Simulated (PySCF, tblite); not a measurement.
**C₄H₉BOSi: geometry, infrared bands and NMR shifts**

Wanted: the infrared bands and NMR shifts of C₄H₉BOSi (`B[Si@@]1(C)COC1=C`), by calculation.

Computed with tblite 0.8.0 and PySCF 2.14.0, with density-fitted response routines of our own, on a single molecule in the gas phase. Atoms are numbered from 0 throughout.

### Step 1. Starting geometry

16 atoms, charge 0, multiplicity 1; geometry from: force field or distance geometry start.

Bonds of the start (Å): B0–Si1 1.91, Si1–C2 1.83, Si1–C3 1.83, C3–O4 1.43, O4–C5 1.38, C5–C6 1.33, C5–Si1 1.82, B0–H7 1.19, B0–H8 1.18, C2–H9 1.12, C2–H10 1.12, C2–H11 1.12, C3–H12 1.09, C3–H13 1.12, C6–H14 1.08, C6–H15 1.07.

### Step 2. Optimising the geometry with GFN2-xTB

The job: settings as JSON, then the geometry in Å.

```
{"job": {"kind": "relax", "xc": "GFN2-xTB", "basis": "xTB"}, "charge": 0, "multiplicity": 1}
B      0.114100     1.959700    -0.886500
Si    -0.383000     0.235900    -0.218100
C     -2.021500     0.060500     0.575500
C      0.085200    -1.225600    -1.211300
O      0.537600    -1.823500     0.011300
C      1.003900    -0.651200     0.559700
C      2.033200    -0.304000     1.328200
H      0.162700     2.872900    -0.124100
H      0.626300     2.136000    -1.936800
H     -2.572200     1.034900     0.477000
H     -2.641600    -0.669000    -0.014600
H     -1.976600    -0.260800     1.643400
H      0.907300    -1.147600    -1.922300
H     -0.787600    -1.810000    -1.590700
H      2.704600    -1.097100     1.634500
H      2.200100     0.697900     1.663600
```

Run with:

```bash
> OMP_NUM_THREADS=1 python probes_run.py task.json out
```

This one command runs all jobs of the session in turn.

**Question.** This job is followed by: GFN2-xTB harmonic vibrations, gas phase; GIAO PBE0/pcSseg-1 NMR shielding, non-relativistic, gas phase. Predict these results of the whole session: strongest single infrared mode (GFN2-xTB); zero-point energy (GFN2-xTB); 13C shifts against TMS (PBE0/pcSseg-1); 1H shifts against TMS (PBE0/pcSseg-1, means over atoms taken as alike); 11B shifts against BF3·OEt2 (PBE0/pcSseg-1); 29Si shifts against TMS (PBE0/pcSseg-1); 17O shifts against H2O (PBE0/pcSseg-1); surface potential, 1st and 99th percentile.

The runs gave:

```
                                                              quantity                                    value
                             strongest single infrared mode (GFN2-xTB)                    1136 cm⁻¹, 120 km/mol
                                          zero-point energy (GFN2-xTB)                            74.5 kcal/mol
                                13C shifts against TMS (PBE0/pcSseg-1)             177.5, 102.4, 69.3, -0.6 ppm
1H shifts against TMS (PBE0/pcSseg-1, means over atoms taken as alike)  10.33, 5.02, 4.57, 4.46, 4.15, 0.68 ppm
                           11B shifts against BF3·OEt2 (PBE0/pcSseg-1)                                110.1 ppm
                               29Si shifts against TMS (PBE0/pcSseg-1)                                  2.2 ppm
                                17O shifts against H2O (PBE0/pcSseg-1)                                177.3 ppm
                                 surface potential, 1st and 99th percentile                       -1.50 V and 1.82 V
```

**Reading.** The optimisation took 160 steps and gained 1.118 eV; among the close pairs (by a distance rule), Si1–C3 changed most, from 1.828 to 1.950 Å. No mode is imaginary among the 42: a minimum at this level. The strongest single mode, at 1136 cm⁻¹, has its largest shares on C5, H13, O4 and H14 (the list is cut at 4 atoms). GFN2-xTB is a fitted tight-binding method: band positions and strengths are rough. Its intensities can rank the bands wrongly. C5 (alkene carbon bearing oxygen) lies farthest downfield among carbon, at 177.5 ppm; an sp2 carbon further deshielded by the attached heteroatom. At PBE0/pcSseg-1: The widest tensor belongs to B0: span 273 ppm, with a paramagnetic part of -208 ppm. At PBE0/pcSseg-1, counted by nearest atom on the grid, the HOMO lies on C6 35 %; O4 28 %, the LUMO on B0 54 %; H7, H8 about 12 % each.
